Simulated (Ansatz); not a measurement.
# Ge2Sb2Te5: the cost of one run

Program: Ansatz 0.2.0. Level of theory: DFT PBEsol, scalar-relativistic, plane waves, PAW. These are calculated values, not measurements.

16 further runs of the same task are left out: 16 set aside as unsound or not needed.

### Step 1. The structure to begin with

The structure is trigonal, space group P-3m1 (No. 164). The conventional cell has a = 4.265 Å, b = 4.265 Å, c = 17.999 Å, α = 90.00°, β = 90.00°, γ = 120.00°. Ge (site symmetry 3m) has 6 Te at 2.84 to 3.30 Å as nearest neighbours. Sb (site symmetry 3m) has 6 Te at 3.02 to 3.19 Å as nearest neighbours. Te (site symmetry -3m) is surrounded by 6 Sb at 3.19 Å. Te (site symmetry 3m) has 3 Sb at 3.02 Å and 3 Ge at 3.30 Å as nearest neighbours. Te (site symmetry 3m) is surrounded by 3 Ge at 2.84 Å.

As a file:

```
Ge Sb Te
1.0
     4.26483    0.00000    0.00000
    -2.13242    3.69345    0.00000
     0.00000    0.00000   17.99911
Ge Sb Te
2 2 5
Direct
  0.00000 0.00000 0.33225
  0.00000 0.00000 0.66775
  0.33333 0.66667 0.11266
  0.66667 0.33333 0.88734
  0.00000 0.00000 0.00000
  0.33333 0.66667 0.79011
  0.66667 0.33333 0.20989
  0.33333 0.66667 0.41104
  0.66667 0.33333 0.58896
```

The structure comes from the Materials Project (structure only).

### Step 6. Setting up the map

The energy is mapped over the lattice constants a and c of the conventional cell.

The axes are (1) lattice constant a (and b): 7 values from 4.076 to 4.328 Å; (2) lattice constant c: 7 values from 16.274 to 17.987 Å.

Nothing else is relaxed (fractional coordinates fixed). Energies count from the relaxed crystal. Points are written as (first, second).

(The set-up runs are not shown.)

### Step 7. The run at (4.160 Å, 17.416 Å)

Contents of input.yaml:

```yaml
crystal:
  lattice:
    - [4.1603, 0.0, 0.0]
    - [-2.08015, 3.6029254874, 0.0]
    - [0.0, 0.0, 17.416]
  atoms:
    - { symbol: Ge, position: [0.0, 0.0, 0.3377431858] }
    - { symbol: Ge, position: [0.0, 0.0, 0.6622568142] }
    - { symbol: Sb, position: [0.3333333333, 0.6666666667, 0.1166512047] }
    - { symbol: Sb, position: [0.6666666667, 0.3333333333, 0.8833487953] }
    - { symbol: Te, position: [0.0, 0.0, 0.0] }
    - { symbol: Te, position: [0.3333333333, 0.6666666667, 0.7813977855] }
    - { symbol: Te, position: [0.6666666667, 0.3333333333, 0.2186022145] }
    - { symbol: Te, position: [0.3333333333, 0.6666666667, 0.420221294] }
    - { symbol: Te, position: [0.6666666667, 0.3333333333, 0.579778706] }
basis:
  ecutwfc: 420
kpoints:
  mp_grid: { grid: [9, 9, 2] }
hamiltonian:
  xc: pbesol
  pseudopotentials: { kind: paw, azcp: { folder: soft_1 } }
scf:
  occupations: { method: gaussian, width: 0.03 }
output:
  forces: true
  stress: true
  eigenvalues: true
```

Command:

```console
> ansatz run input.yaml --threads 2 --pin off --max-ram 4096MiB --backend cpu --events-out ev --progress --plain --runs-dir out
```

What time and memory should one allow on 2 threads of Arm Neoverse N1, shared host?

About 29 s, with a peak of 0.78 GiB.
